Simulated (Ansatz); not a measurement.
# InHO₂ (triplet): wave-function methods side by side, def2-SVP

The task here is to estimate one member of a computed series from the others.

Computed with Ansatz 0.2.0, Gaussian basis. Level: def2-SVP, core rule «outside noble gas», up to 11 orbitals frozen.

To be run: UHF; CCSD(T) on ROHF; CCSD(T) on UHF; BCCD(T) on ROHF; CISD; CCSDT(Q) on ROHF; CCSDT(Q) on UHF.

15 further runs of the same task are left out: 4 for a known fault of the program, 5 that didn't finish, 6 set aside as unsound or not needed.

### The system

The geometry is a PBE0/def2-TZVP stationary point (not a proven minimum). No spin-orbit coupling is included. Elements past krypton take def2 core potentials.

4 atoms, charge 0, spin multiplicity 3.

Atoms are counted from 1 here; the program's logs count them from 0.

Bond lengths: In1–O2 1.996 Å, In1–O3 1.996 Å, In1–H4 1.690 Å. Angles: O2–In1–O3 109.7°, O2–In1–H4 125.1°, O3–In1–H4 125.1°.

Set-up of the first run:

in.yaml reads:

```yaml
crystal:
  periodic: [false, false, false]
  atoms:
    - {symbol: In, position_ang: [0.000000, -0.237181, 0.000000]}
    - {symbol: O, position_ang: [0.000000, 0.911750, -1.632665]}
    - {symbol: O, position_ang: [0.000000, 0.911750, 1.632665]}
    - {symbol: H, position_ang: [0.000000, -1.926974, 0.000000]}
basis:
  gaussian: {orbitals: def2-SVP}
magnetization: {spin_polarized: true, initial_magnetization: 2}
hamiltonian: {xc: hf}
output: {orbitals: {seedname: orbitals}}
```

Launch:

```
$ ansatz run in.yaml --threads 1 --pin off --events-out ev --progress --plain --max-ram 2560MiB --backend cpu
```

Among the steps run: UHF; CCSD(T) on ROHF; CCSD(T) on UHF; BCCD(T) on ROHF; CISD; CCSDT(Q) on ROHF; CCSDT(Q) on UHF.

One table of the session follows, with a row left open; its other results are not shown here.

```
   method  from UCCSDT(Q) (kJ/mol)
     ROHF                  +1013.8
      UHF                   +992.4
     RMP2                        ?
     UMP2                   +106.8
    RCCSD                    +26.3
    UCCSD                    +25.9
 RCCSD(T)                     +6.5
 UCCSD(T)                     +6.3
  BCCD(T)                     +6.3
   RCCSDT                     +3.1
   UCCSDT                     +2.9
RCCSDT(Q)                     +0.6
UCCSDT(Q)                        0
```

Estimate the missing values for RMP2.

As computed: from UCCSDT(Q) (kJ/mol): +107.5. In the column «from UCCSDT(Q) (kJ/mol)» it lies between UMP2 (+106.8) and UHF (+992.4).

Not comparable, so not listed: CISD (they don't share determinant, frozen orbitals or solution with the rows shown, or repeat one).

Caveats from the session: Restricted and unrestricted rows rest on different reference determinants; where their highest levels disagree by more than a few hundredths of an eV, they describe different states and don't form one ladder.
